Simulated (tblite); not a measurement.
# C2H7NSi: the cost of one run

Programs: tblite 0.8.0 and PySCF 2.14.0. All values are calculated, for the isolated system unless a continuum is named. Atoms count from 0, parts from 1.

### 1 Starting point

11 atoms, charge 0, multiplicity 3; geometry: distance geometry start.

### 2 Relaxing the cluster with GFN2-xTB

What the job is given:

```
{"job": {"kind": "relax", "xc": "GFN2-xTB", "basis": "xTB"}, "charge": 0, "multiplicity": 3}
C      1.047629    -0.607311    -0.313346
C     -0.064246     0.235578     0.224452
Si    -1.710153    -0.549894     0.120561
N      2.255412     0.143842    -0.025400
H     -0.088769     1.178469    -0.332546
H      0.217880     0.510326     1.290074
H     -2.166375    -0.580521    -1.253752
H     -1.779066    -1.878538     0.783035
H     -2.641251     0.326682     0.917850
H      1.974617     1.161409     0.043913
H      3.004242     0.059630    -0.750143
```

Method: GFN2-xTB geometry optimisation, gas phase.

Launch:

```bash
$ OMP_NUM_THREADS=1 python cluster_run.py task.json out
```

This one command runs all jobs of the session in turn.

**Question.** How long does this first job take on 1 thread of Intel Xeon Platinum 8488C, shared host?

About 1.4 s.
